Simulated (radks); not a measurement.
# Sr in [Kr] 5s2: an all-electron calculation

An exercise on one series of results from a longer session: the logs are not shown, and one member is left open.

Program: radks (a radial shooting solver on a logarithmic mesh, Libxc functionals) version 1. Level of theory: Dirac Kohn-Sham, exchange-only B88, spin-unpolarised, spherical densities, finite nucleus. These are calculated values, not measurements, unless marked.

### Starting point

```
element            : strontium (Z = 38)
charge             : 0
electrons          : 38
configuration      : [Kr] 5s2
nuclear rms radius : 4.224 fm
```

Outer shells as boxes (Hund's rule):

Sr
```
[Kr] core
5s [↑↓]
```

The first run:

Settings of this run:

```text
Z 38
configuration [Kr] 5s2 4d0 5p0
relativity Dirac
functional b88,
spin unpolarised
j_filling energy
nucleus finite rms 4.224 fm
c 137.035999084
```

Among the steps run: Self-consistent calculation.

One table of the session follows, with a row left open; its other results are not shown here.

It belongs to the step «Shells». Sizes of the orbitals, from the radial functions (bohr):

| level | <r> | outermost maximum (interpolated) | 90 % within | nodes |
| --- | --- | --- | --- | --- |
| 1s1/2 | 0.03916 | 0.0255 | 0.0701 | 0 |
| 2s1/2 | 0.1722 | 0.145 | 0.267 | 1 |
| 2p1/2 | 0.1475 | 0.114 | 0.241 | 0 |
| 2p3/2 | ? | ? | ? | ? |
| 3s1/2 | 0.4921 | 0.436 | 0.730 | 2 |
| 3p1/2 | 0.4915 | 0.425 | 0.747 | 1 |
| 3p3/2 | 0.5020 | 0.434 | 0.763 | 1 |
| 3d3/2 | 0.4964 | 0.375 | 0.805 | 0 |
| 3d5/2 | 0.5001 | 0.377 | 0.811 | 0 |
| 4s1/2 | 1.358 | 1.19 | 1.99 | 3 |
| 4p1/2 | 1.550 | 1.31 | 2.33 | 2 |
| 4p3/2 | 1.584 | 1.34 | 2.38 | 2 |
| 5s1/2 | 4.426 | 3.70 | 6.64 | 4 |
| 5p1/2 | 6.452 | 5.03 | 10.0 | 3 |
| 5p3/2 | 6.619 | 5.15 | 10.3 | 3 |
| 4d3/2 | 3.937 | 2.19 | 7.06 | 1 |
| 4d5/2 | 4.022 | 2.22 | 7.23 | 1 |

**Question.** Estimate the row for 2p3/2.

**Answer.** <r>: 0.1516; outermost maximum (interpolated): 0.117; 90 % within: 0.247; nodes: 0. In the column «<r>» it lies between 2p1/2 (0.1475) and 2s1/2 (0.1722).
